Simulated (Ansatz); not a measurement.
# HfNbTe4: the cost of one run

Program: Ansatz 0.2.0. Level of theory: DFT PBE, scalar-relativistic, plane waves, PAW. These are calculated values, not measurements.

1 further run of the same task is left out (it didn't finish).

## 1. The structure to begin with

The structure is trigonal, space group P-3m1 (No. 164). The conventional cell has a = 4.511 Å, b = 4.511 Å, c = 11.555 Å, α = 90.00°, β = 90.00°, γ = 120.00°. Around Hf (site symmetry -3m) lie 6 Te at 3.62 Å. Nb (site symmetry -3m) is surrounded by 6 Te at 3.50 Å. Around Te (site symmetry 3m) lie 3 Te at 2.76 Å and 3 Hf at 3.62 Å. Te (site symmetry 3m) is surrounded by 3 Te at 2.76 Å and 3 Nb at 3.50 Å.

Coordinates:

```
Hf Nb Te
1.0
     4.51120    0.00000    0.00000
    -2.25560    3.90681    0.00000
     0.00000    0.00000   11.55470
Hf Nb Te
1 1 4
Direct
  0.00000 0.00000 0.50000
  0.00000 0.00000 0.00000
  0.66667 0.33333 0.71800
  0.66667 0.33333 0.20175
  0.33333 0.66667 0.79825
  0.33333 0.66667 0.28200
```

A structure generator made this guess: species swapped into a database cell of SrCaSi4 (P-3m1, No. 164), with Hf on the Sr sites, Nb on the Ca sites and Te on the Si sites. The dimensions are guesses.

## 2. A first look at the guess

File input.yaml:

```yaml
crystal:
  lattice:
    - [4.5111952, 0.0, 0.0]
    - [-2.2555976, 3.90680965, 0.0]
    - [0.0, 0.0, 11.55470185]
  atoms:
    - { symbol: Hf, position: [0.0, 0.0, 0.5] }
    - { symbol: Nb, position: [0.0, 0.0, 0.0] }
    - { symbol: Te, position: [0.66666667, 0.33333333, 0.71799642] }
    - { symbol: Te, position: [0.66666667, 0.33333333, 0.20175435] }
    - { symbol: Te, position: [0.33333333, 0.66666667, 0.79824565] }
    - { symbol: Te, position: [0.33333333, 0.66666667, 0.28200358] }
basis:
  ecutwfc: 420
kpoints:
  mp_grid: { grid: [6, 6, 2] }
hamiltonian:
  xc: pbe
scf:
  occupations: { method: gaussian, width: 0.1 }
  lower_state_search: "off"
output:
  forces: true
  stress: true
  eigenvalues: true
```

Command:

```console
$ ansatz run input.yaml --threads 1 --pin off --max-ram 2560MiB --backend cpu --events-out ev --progress --plain --runs-dir out
```

**Question.** How long does this run take on 1 thread of Arm Neoverse V1, shared host, and how much memory does it need?

About 11 s, with a peak of 0.52 GiB.
